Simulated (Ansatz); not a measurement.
**BaIn9Ir2: a short molecular-dynamics run**

What does BaIn9Ir2 do over 20 steps of 1 fs at constant energy, with velocities drawn for 2000 K? The cell is a randomly packed cell of 12 atoms, taken as it stands, without a relaxation.

All numbers below are computed with Ansatz 0.2.0 (DFT PBE, plane waves, PAW, scalar-relativistic, no spin polarisation).

## Step 1: The structure to begin with

The cell holds 12 atoms (BaIn9Ir2): a = 7.529 Å, b = 6.604 Å, c = 6.766 Å, α = 87.44°, β = 112.62°, γ = 93.13°.

Structure file:

```xyz
12
Lattice="7.3246 -0.5430 -1.6577 -0.0151 6.5782 -0.5849 -1.1125 0.8887 6.6145" Properties=species:S:1:pos:R:3 pbc="T T T"
Ir    6.1810    2.1903    0.0423
Ir    0.2860    1.5229    5.8599
Ba    2.8576    2.9058    4.3014
In    6.2467    5.9959    0.2904
In   -0.1920    4.5362    4.1091
In    1.5101    2.4112    1.4287
In    3.6082    0.5266    0.9421
In    5.4371    1.6619    2.6992
In    4.5497    5.4829    2.5613
In    3.1605    6.1843    4.9139
In    3.8374    3.6335    0.5664
In    1.7382    6.4380    2.4422
```

## Step 2: Dynamics

Contents of input.yaml:

```yaml
crystal:
  lattice:
    - [7.324609, -0.543041, -1.657723]
    - [-0.015146, 6.578161, -0.584897]
    - [-1.112541, 0.888688, 6.61447]
  atoms:
    - { symbol: Ir, position: [0.884249, 0.370735, 0.26079] }
    - { symbol: Ir, position: [0.182406, 0.119283, 0.942178] }
    - { symbol: Ba, position: [0.514295, 0.374454, 0.812306] }
    - { symbol: In, position: [0.908641, 0.938585, 0.35463] }
    - { symbol: In, position: [0.080549, 0.602383, 0.694688] }
    - { symbol: In, position: [0.254, 0.345602, 0.310209] }
    - { symbol: In, position: [0.535987, 0.085889, 0.284347] }
    - { symbol: In, position: [0.839915, 0.235592, 0.639415] }
    - { symbol: In, position: [0.719869, 0.806598, 0.638965] }
    - { symbol: In, position: [0.57969, 0.857744, 0.964031] }
    - { symbol: In, position: [0.567213, 0.561699, 0.277455] }
    - { symbol: In, position: [0.320035, 0.93324, 0.531957] }
kpoints:
  mp_grid: { grid: [2, 2, 3] }
magnetization:
  spin_polarized: false
scf:
  occupations: { method: gaussian, width: 0.1 }
hamiltonian:
  pseudopotentials: { kind: paw }
  xc: pbe
basis:
  ecutwfc: 420
md:
  timestep: 1.0
  n_steps: 20
  ensemble: nve
  temperature: 2000.0
  initial_velocities: maxwell_boltzmann
  seed: 588056
```

On the command line:

```sh
ansatz run input.yaml --threads 2 --pin off --max-ram 2560MiB --backend cpu --events-out ev --progress --plain --runs-dir out
```

The program printed, cut to the lines that bear on the results:

```text
Warning: md: disabling space-group detection — thermal motion breaks the input geometry's symmetry, so no spatial operation reduces the k-mesh or symmetrises the density; time reversal is kept, so that k and −k are solved as one point where they differ and the mesh holds both, and exact [...]
Warning: RAYON_NUM_THREADS=2 ignored (pool sized by the plan → 2); use --threads N
[...]
Pseudopotentials: kind: paw
Pseudopotential: Ir, paw, valence charge 17, recommended cutoff 420 eV (normal), Ir.paw.azcp
Pseudopotential: Ba, paw, valence charge 10, recommended cutoff 420 eV (normal), Ba.paw.azcp
Pseudopotential: In, paw, valence charge 13, recommended cutoff 420 eV (normal), In.paw.azcp
Functional definition: PBE
[...]
Crystal: 12 atoms, lattice volume = 309.991 Å³
Basis set: ecut = 420 eV, 6051 PW (Γ), exchange–correlation on 108×90×96 points (8 copies of the dense FFT grid, shifted against one another)
Bands: 97, of which v1, the nominal top of the filled ones, is band 81 counted from 1 (80 counted from 0)
Symmetry: 1 space group operations
k-points: 8 of 12 (time reversal used)
[...]
SCF iter   1: F=—  HF=-80195.847793 eV  |F-HF|=—  |Δ(HF+E_count)|=         —  Δρ=4.23e-3  dr2=9.09e-2  ethr=1.77e-3  ⟨swp⟩=7.5  Hψ=3134  notcnv=0  defer=6
[...]
md step     0: t =     0.00 fs  T =  2000.0 K  F+E_penalty+E_count = -80195.83897502 eV  E_kin = 2.843720 eV  conserved = -80192.99525504 eV  (9 SCF iters)
[...]
md step     4: t =     4.00 fs  T =  1970.4 K  F+E_penalty+E_count = -80195.79686356 eV  E_kin = 2.801616 eV  conserved = -80192.99524732 eV  (7 SCF iters)
[...]
md step     5: t =     5.00 fs  T =  1962.4 K  F+E_penalty+E_count = -80195.78556765 eV  E_kin = 2.790321 eV  conserved = -80192.99524641 eV  (2 SCF iters)
SCF iter   1: F=—  HF=-80195.774024 eV  |F-HF|=—  |Δ(HF+E_count)|=         —  Δρ=2.11e-6  dr2=1.73e-8  ethr=7.45e-11  ⟨swp⟩=3.5  Hψ=1450  notcnv=0  defer=16
[...]
```

## Step 3: The output, continued

The log, continued, cut to the lines that bear on the results:

```text
SCF iter   2: F=-80195.774024 eV  HF=-80195.774024 eV  |F-HF|=9.76e-9  |Δ(HF+E_count)|=   1.57e-9  Δρ=1.45e-6  dr2=1.11e-8  ethr=7.45e-12  ⟨swp⟩=4.0  Hψ=3006  notcnv=0
[...]
md step     6: t =     6.00 fs  T =  1954.3 K  F+E_penalty+E_count = -80195.77402433 eV  E_kin = 2.778778 eV  conserved = -80192.99524597 eV  (2 SCF iters)
[...]
md step     9: t =     9.00 fs  T =  1929.0 K  F+E_penalty+E_count = -80195.73808263 eV  E_kin = 2.742835 eV  conserved = -80192.99524719 eV  (3 SCF iters)
[...]
md step    12: t =    12.00 fs  T =  1902.5 K  F+E_penalty+E_count = -80195.70029885 eV  E_kin = 2.705047 eV  conserved = -80192.99525179 eV  (2 SCF iters)
[...]
md step    15: t =    15.00 fs  T =  1874.5 K  F+E_penalty+E_count = -80195.66048733 eV  E_kin = 2.665228 eV  conserved = -80192.99525916 eV  (3 SCF iters)
[...]
md step    20: t =    20.00 fs  T =  1823.6 K  F+E_penalty+E_count = -80195.58820301 eV  E_kin = 2.592930 eV  conserved = -80192.99527310 eV  (7 SCF iters)
SCF converged after 7 iterations
Free energy (F): -80195.588203 eV
[...]
E sigma→0 (E₀):  -80195.575464 eV
Entropy (-TS):   -0.025479 eV (-2.123 meV/atom)
Fermi energy:    10.876459 eV
[...]
--- Forces (eV/Å), atoms counted from 1 ---
  atom   1  Ir    -2.03233727     0.12584072     1.14512650
  atom   2  Ir     1.18207250     0.06082760     0.18188513
  atom   3  Ba     0.17160282    -0.35689258     0.80887841
  atom   4  In     1.13991157    -0.11467214    -1.42245729
  atom   5  In     0.59866512    -0.15204756     0.06882590
  atom   6  In    -0.11893243     0.47524002    -1.40183821
  atom   7  In    -1.08350471     0.51611297    -2.50982979
  atom   8  In     0.88073360     0.85642552     0.78712889
[...]
--- MD trajectory: 20 steps, t = 0.0 → 20.0 fs ---
  final state: T = 1823.6 K   F+E_penalty+E_count = -80195.58820301 eV   E_kin = 2.592930 eV
  conserved energy: peak-to-peak 2.713e-5 eV (2.261e-6 eV/atom) over 20.0 fs
```

It took 2.8 min on 2 threads of Arm Neoverse V1, shared host; peak memory 0.85 GiB.

## Step 4: The trajectory

One step in 2; energies are changes from step 0; msd is the mean square displacement from the start, the centre of mass held:

| time (fs) | T (K) | potential energy change (meV/atom) | total energy change (meV/atom) | msd Ir (Å²) | msd In (Å²) | msd Ba (Å²) |
| --- | --- | --- | --- | --- | --- | --- |
| 0.0 | 2000 | 0.0 | 0.00 | 0.000 | 0.000 | 0.000 |
| 2.0 | 1986 | 1.7 | 0.00 | 0.000 | 0.000 | 0.000 |
| 4.0 | 1970 | 3.5 | 0.00 | 0.001 | 0.000 | 0.000 |
| 6.0 | 1954 | 5.4 | 0.00 | 0.002 | 0.001 | 0.000 |
| 8.0 | 1938 | 7.4 | 0.00 | 0.004 | 0.002 | 0.000 |
| 10.0 | 1920 | 9.4 | 0.00 | 0.006 | 0.003 | 0.000 |
| 12.0 | 1902 | 11.6 | 0.00 | 0.009 | 0.004 | 0.000 |
| 14.0 | 1884 | 13.7 | 0.00 | 0.012 | 0.005 | 0.001 |
| 16.0 | 1865 | 16.0 | 0.00 | 0.016 | 0.007 | 0.001 |
| 18.0 | 1845 | 18.4 | 0.00 | 0.020 | 0.009 | 0.001 |
| 20.0 | 1824 | 20.9 | 0.00 | 0.024 | 0.011 | 0.001 |

time (fs), T (K) and a bar:
```
      0.0       2000 ##############################
      1.0       1993 #############################
      2.0       1986 ############################
      3.0       1978 ##########################
      4.0       1970 #########################
      5.0       1962 ########################
      6.0       1954 ######################
      7.0       1946 #####################
      8.0       1938 ###################
      9.0       1929 ##################
     10.0       1920 ################
     11.0       1911 ###############
     12.0       1902 #############
     13.0       1893 ############
     14.0       1884 ##########
     15.0       1874 #########
     16.0       1865 #######
     17.0       1855 #####
     18.0       1845 ####
     19.0       1834 ##
     20.0       1824
```

Pair distribution over the second half of the run:

| r (Å) | g In–In | g Ir–In |
| --- | --- | --- |
| 0.68 | 0.00 | 0.00 |
| 0.84 | 0.00 | 0.00 |
| 1.00 | 0.00 | 0.00 |
| 1.16 | 0.00 | 0.00 |
| 1.32 | 0.00 | 0.00 |
| 1.48 | 0.00 | 0.00 |
| 1.64 | 0.00 | 0.00 |
| 1.80 | 0.00 | 0.00 |
| 1.96 | 0.00 | 0.00 |
| 2.12 | 0.00 | 0.00 |
| 2.28 | 0.00 | 0.00 |
| 2.44 | 0.00 | 0.49 |
| 2.60 | 0.54 | 2.04 |
| 2.76 | 2.63 | 2.99 |
| 2.92 | 6.47 | 2.26 |
| 3.08 | 1.21 | 0.13 |

## Step 5: Frames from the trajectory

Positions (Å) and forces (eV/Å):

```xyz
12
Lattice="7.325 -0.543 -1.658 -0.015 6.578 -0.585 -1.113 0.889 6.614" Properties=species:S:1:pos:R:3:forces:R:3 pbc="T T T" time_fs=2.0 T=1986 dE=0.0204
Ir    6.191    2.184    0.041   -0.706   -0.253    1.157
Ir    0.275    1.539    5.858    0.496    0.206   -0.240
Ba    2.857    2.908    4.298   -0.012   -0.257    0.587
In    6.249    6.001    0.292    1.668    0.311   -1.178
In   -0.191    4.529    4.107    0.522   -0.105    0.097
In    1.503    2.412    1.430   -1.936    0.210   -1.206
In    3.610    0.523    0.958   -0.963    0.460   -1.624
In    5.441    1.652    2.696    1.585    0.420    0.795
In    4.554    5.474    2.558    0.631   -0.375    1.471
In    3.153    6.184    4.911   -0.538    0.096    0.025
In    3.842    3.631    0.578    0.532   -0.193   -0.117
In    1.737    6.445    2.432   -1.278   -0.521    0.234
12
Lattice="7.325 -0.543 -1.658 -0.015 6.578 -0.585 -1.113 0.889 6.614" Properties=species:S:1:pos:R:3:forces:R:3 pbc="T T T" time_fs=5.0 T=1962 dE=0.0534
Ir    6.206    2.174    0.039   -0.863   -0.205    1.156
Ir    0.259    1.562    5.856    0.588    0.199   -0.180
Ba    2.856    2.911    4.294    0.022   -0.267    0.648
In    6.252    6.008    0.293    1.636    0.255   -1.239
In   -0.190    4.519    4.104    0.537   -0.123    0.089
In    1.492    2.414    1.431   -1.722    0.247   -1.255
In    3.613    0.519    0.982   -1.046    0.481   -1.843
In    5.447    1.637    2.691    1.542    0.518    0.843
In    4.561    5.462    2.555    0.609   -0.339    1.604
In    3.142    6.183    4.907   -0.541    0.114    0.080
In    3.849    3.627    0.596    0.509   -0.279   -0.245
In    1.733    6.455    2.416   -1.271   -0.601    0.342
12
Lattice="7.325 -0.543 -1.658 -0.015 6.578 -0.585 -1.113 0.889 6.614" Properties=species:S:1:pos:R:3:forces:R:3 pbc="T T T" time_fs=8.0 T=1938 dE=0.0887
Ir    6.221    2.164    0.038   -1.041   -0.151    1.154
Ir    0.244    1.586    5.854    0.684    0.185   -0.120
Ba    2.856    2.914    4.289    0.054   -0.279    0.699
In    6.258    6.016    0.294    1.582    0.193   -1.294
In   -0.188    4.509    4.101    0.551   -0.138    0.083
In    1.479    2.416    1.432   -1.473    0.287   -1.298
In    3.615    0.515    1.004   -1.103    0.498   -2.034
In    5.454    1.623    2.686    1.473    0.609    0.876
In    4.568    5.448    2.552    0.590   -0.289    1.722
In    3.131    6.183    4.903   -0.540    0.130    0.131
In    3.857    3.623    0.613    0.476   -0.365   -0.369
In    1.729    6.465    2.400   -1.254   -0.680    0.450
12
Lattice="7.325 -0.543 -1.658 -0.015 6.578 -0.585 -1.113 0.889 6.614" Properties=species:S:1:pos:R:3:forces:R:3 pbc="T T T" time_fs=10.0 T=1920 dE=0.1133
Ir    6.230    2.157    0.037   -1.174   -0.112    1.152
Ir    0.233    1.602    5.852    0.752    0.172   -0.078
Ba    2.855    2.916    4.287    0.075   -0.289    0.728
In    6.262    6.022    0.293    1.534    0.149   -1.325
In   -0.186    4.502    4.099    0.560   -0.145    0.079
In    1.470    2.418    1.432   -1.287    0.315   -1.324
In    3.616    0.512    1.018   -1.128    0.507   -2.147
In    5.460    1.614    2.684    1.412    0.664    0.888
In    4.573    5.440    2.551    0.580   -0.247    1.791
In    3.123    6.182    4.901   -0.538    0.140    0.164
In    3.862    3.621    0.625    0.450   -0.421   -0.450
In    1.726    6.471    2.390   -1.237   -0.732    0.522
12
Lattice="7.325 -0.543 -1.658 -0.015 6.578 -0.585 -1.113 0.889 6.614" Properties=species:S:1:pos:R:3:forces:R:3 pbc="T T T" time_fs=12.0 T=1902 dE=0.1387
Ir    6.239    2.151    0.037   -1.320   -0.071    1.150
Ir    0.223    1.618    5.850    0.824    0.156   -0.034
Ba    2.855    2.918    4.284    0.096   -0.300    0.752
In    6.266    6.027    0.293    1.476    0.102   -1.353
In   -0.184    4.495    4.097    0.569   -0.151    0.076
In    1.461    2.419    1.431   -1.084    0.345   -1.346
In    3.616    0.510    1.031   -1.140    0.514   -2.246
In    5.466    1.605    2.681    1.336    0.715    0.891
In    4.578    5.431    2.551    0.572   -0.200    1.853
In    3.115    6.182    4.898   -0.534    0.148    0.194
In    3.867    3.618    0.636    0.420   -0.475   -0.529
In    1.722    6.477    2.380   -1.214   -0.782    0.592
12
Lattice="7.325 -0.543 -1.658 -0.015 6.578 -0.585 -1.113 0.889 6.614" Properties=species:S:1:pos:R:3:forces:R:3 pbc="T T T" time_fs=15.0 T=1874 dE=0.1785
Ir    6.252    2.141    0.037   -1.562   -0.002    1.147
Ir    0.208    1.642    5.848    0.944    0.125    0.039
Ba    2.854    2.921    4.281    0.126   -0.319    0.780
In    6.274    6.035    0.291    1.369    0.026   -1.387
In   -0.181    4.484    4.094    0.581   -0.156    0.073
In    1.446    2.422    1.429   -0.750    0.391   -1.373
In    3.616    0.506    1.049   -1.139    0.520   -2.370
In    5.475    1.592    2.679    1.195    0.780    0.874
In    4.587    5.417    2.551    0.563   -0.117    1.929
In    3.102    6.182    4.894   -0.527    0.159    0.236
In    3.876    3.613    0.653    0.373   -0.552   -0.645
In    1.716    6.486    2.366   -1.171   -0.855    0.696
12
Lattice="7.325 -0.543 -1.658 -0.015 6.578 -0.585 -1.113 0.889 6.614" Properties=species:S:1:pos:R:3:forces:R:3 pbc="T T T" time_fs=18.0 T=1845 dE=0.2208
Ir    6.265    2.131    0.037   -1.835    0.072    1.146
Ir    0.194    1.666    5.845    1.081    0.089    0.121
Ba    2.854    2.923    4.279    0.154   -0.341    0.800
In    6.283    6.043    0.288    1.239   -0.056   -1.412
In   -0.178    4.473    4.091    0.592   -0.155    0.070
In    1.430    2.425    1.426   -0.382    0.441   -1.393
In    3.615    0.504    1.066   -1.113    0.520   -2.464
In    5.486    1.579    2.676    1.018    0.831    0.832
In    4.595    5.403    2.554    0.557   -0.021    1.986
In    3.089    6.182    4.891   -0.518    0.167    0.272
In    3.884    3.608    0.669    0.321   -0.621   -0.754
In    1.708    6.494    2.352   -1.114   -0.924    0.797
12
Lattice="7.325 -0.543 -1.658 -0.015 6.578 -0.585 -1.113 0.889 6.614" Properties=species:S:1:pos:R:3:forces:R:3 pbc="T T T" time_fs=20.0 T=1824 dE=0.2508
Ir    6.273    2.124    0.038   -2.032    0.126    1.145
Ir    0.184    1.682    5.844    1.182    0.061    0.182
Ba    2.854    2.925    4.277    0.172   -0.357    0.809
In    6.289    6.049    0.285    1.140   -0.115   -1.422
In   -0.175    4.466    4.090    0.599   -0.152    0.069
In    1.420    2.427    1.424   -0.119    0.475   -1.402
In    3.614    0.502    1.076   -1.084    0.516   -2.510
In    5.494    1.571    2.675    0.881    0.856    0.787
In    4.602    5.394    2.556    0.554    0.048    2.012
In    3.081    6.182    4.889   -0.511    0.171    0.293
In    3.890    3.604    0.680    0.287   -0.663   -0.824
In    1.703    6.499    2.343   -1.067   -0.967    0.861
```

## Step 6: What came out

```
                             quantity                             value
                               length                  20 steps of 1 fs
     temperature, first and last step                   2000 and 1824 K
             temperature, second half  mean 1873 K, from 1824 to 1920 K
        potential energy, second half       +15 meV/atom from the start
   largest change of the total energy                     0.00 meV/atom
mean square displacement, second half   Ir 0.015, In 0.006, Ba 0.001 Å²
```

What this shows: The temperature starts at 2000 K and averages 1873 K in the second half, where it still falls, from 1920 to 1824 K. The total energy strays from its start by at most 0.00 meV/atom, under 0.1 % of the mean kinetic energy, so a step of 1 fs is short enough over this time. Over the second half Ir atoms stand 0.1 Å (root mean square) from where they began, and the farthest move is 0.2 Å. A run of 20 fs with 12 atoms shows the motion but fixes no equilibrium value. The k-mesh is coarse for this cell.
